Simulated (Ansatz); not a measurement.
# AlBH₆OSi: one species, many methods

How much do the methods differ for AlBH₆OSi? The plan is to run it at one geometry with functionals of several rungs and with coupled cluster. The yardstick is the atomisation energy at the CCSD(T) limit.

Method: functionals in def2-TZVPP, the program's frozen cores in correlated methods; program: Ansatz 0.2.0, Gaussian basis.

Levels to be run: LDA (SPW92), PBE-D4, revPBE-D4, BLYP-D4, r2SCAN-D4, B97M-V, PBE0-D4, B3LYP-D4, r2SCANh-D4, r2SCAN0-D4, HSE06-D4, BHLYP-D4, CAM-B3LYP-D4, LC-ωPBE, ωB97X-V, ωB97M-V, B2PLYP, PBE-QIDH; CCSD(T)/def2-SVP; CCSD(T)/def2-TZVPP; MP2/def2-QZVPP; extrapolation to the limit; RPA on PBE.

### 1 The relaxed structure

The geometry comes from an earlier relaxation with PBE0-D4 in a triple-zeta def2 set; it is a stationary point, not always the lowest conformer.

SMILES `OB[SiH2][AlH2]`, 10 atoms, charge 0, spin multiplicity 1.

Atoms are counted from 1 here; the program's logs count them from 0.

Bond lengths: O1–B2 1.353 Å, O1–H5 0.962 Å, B2–Si3 2.020 Å, B2–H6 1.206 Å, Si3–Al4 2.453 Å, Si3–H7 1.495 Å, Si3–H8 1.492 Å, Al4–H9 1.591 Å, Al4–H10 1.590 Å. Angles: B2–O1–H5 113.5°, O1–B2–Si3 119.4°, O1–B2–H6 119.3°, Si3–B2–H6 121.3°, B2–Si3–Al4 107.9°, B2–Si3–H7 109.0°, B2–Si3–H8 112.6°, Al4–Si3–H7 107.9°, Al4–Si3–H8 110.9°, H7–Si3–H8 108.3°, Si3–Al4–H9 120.0°, Si3–Al4–H10 121.7°, H9–Al4–H10 118.3°.

### 2 LDA

This LDA is Slater exchange with PW92 correlation.

File in.yaml:

```yaml
crystal:
  periodic: [false, false, false]
  atoms:
    - {symbol: O, position_ang: [-1.608056, 1.723645, -0.121361]}
    - {symbol: B, position_ang: [-0.351433, 1.413421, 0.271993]}
    - {symbol: Si, position_ang: [0.695543, 0.027935, -0.759281]}
    - {symbol: Al, position_ang: [0.360784, -2.141042, 0.337557]}
    - {symbol: H, position_ang: [-2.040061, 2.368332, 0.446731]}
    - {symbol: H, position_ang: [0.100286, 1.928505, 1.264512]}
    - {symbol: H, position_ang: [2.150626, 0.361417, -0.684389]}
    - {symbol: H, position_ang: [0.301886, -0.035603, -2.196497]}
    - {symbol: H, position_ang: [0.994300, -2.413153, 1.770857]}
    - {symbol: H, position_ang: [-0.520774, -3.284657, -0.327124]}
basis:
  gaussian: {orbitals: def2-TZVPP}
hamiltonian: {xc: lda}
output: {orbitals: {seedname: orbitals}}
```

Command:

```console
$ ansatz run in.yaml --threads 2 --pin off --events-out ev --progress --plain --max-ram 4352MiB
```

After this run come: PBE-D4 (GGA); revPBE-D4 (GGA); BLYP-D4 (GGA); r2SCAN-D4 (meta-GGA); B97M-V (meta-GGA); PBE0-D4 (hybrid); B3LYP-D4 (hybrid); r2SCANh-D4 (hybrid); r2SCAN0-D4 (hybrid); HSE06-D4 (hybrid); BHLYP-D4 (hybrid); CAM-B3LYP-D4 (range-separated); LC-ωPBE (range-separated); ωB97X-V (range-separated); ωB97M-V (range-separated); B2PLYP (double hybrid); PBE-QIDH (double hybrid); CCSD(T) in def2-SVP; CCSD(T) in def2-TZVPP; MP2 in def2-QZVPP; RPA on PBE orbitals.

**Question.** What will the summary of the whole plan be? Wanted: atomisation energy, CCSD(T)/CBS; farthest beyond LDA; mean size of error, GGA; mean size of error, meta-GGA; mean size of error, hybrid; mean size of error, range-separated; mean size of error, double hybrid; gap, smallest and largest; T1 diagnostic.

The runs gave:

```
                               quantity                                                value
        atomisation energy, CCSD(T)/CBS                                       744.1 kcal/mol
functionals within 3.7 kcal/mol (0.5 %)  PBE-D4, B3LYP-D4, r2SCANh-D4, CAM-B3LYP-D4, ωB97M-V
                    farthest beyond LDA                            BHLYP-D4 (-14.4 kcal/mol)
                mean size of error, GGA                                         6.6 kcal/mol
           mean size of error, meta-GGA                                         7.2 kcal/mol
             mean size of error, hybrid                                         5.4 kcal/mol
    mean size of error, range-separated                                         3.4 kcal/mol
      mean size of error, double hybrid                                         9.1 kcal/mol
              gap, smallest and largest             3.13 eV (LDA (SPW92)), 9.61 eV (LC-ωPBE)
                          T1 diagnostic                                               0.0151
triples share of the correlation energy                                                3.4 %
```

In words: LDA overbinds by 89.2 kcal/mol (12 %). PBE-D4 is off by +1.6 kcal/mol. Double hybrids carry the basis error of their MP2 part in triple zeta, and no dispersion term here, so their miss is partly the set-up's. Taken by rung, range-separated functionals do best (3.4 kcal/mol on average) and double hybrid ones worst beyond LDA (9.1 kcal/mol). Misses under about 3.7 kcal/mol are within the doubt on the reference itself, which lacks core-valence correlation, relativity and higher excitations. Hartree-Fock recovers 75 % of the binding; the rest is correlation. CCSD(T) in def2-SVP is off by -41.0 kcal/mol, worse than the median functional, from the basis alone. The gap grows from 3.1 to 9.6 eV across the functionals, mostly with the share of exact exchange.
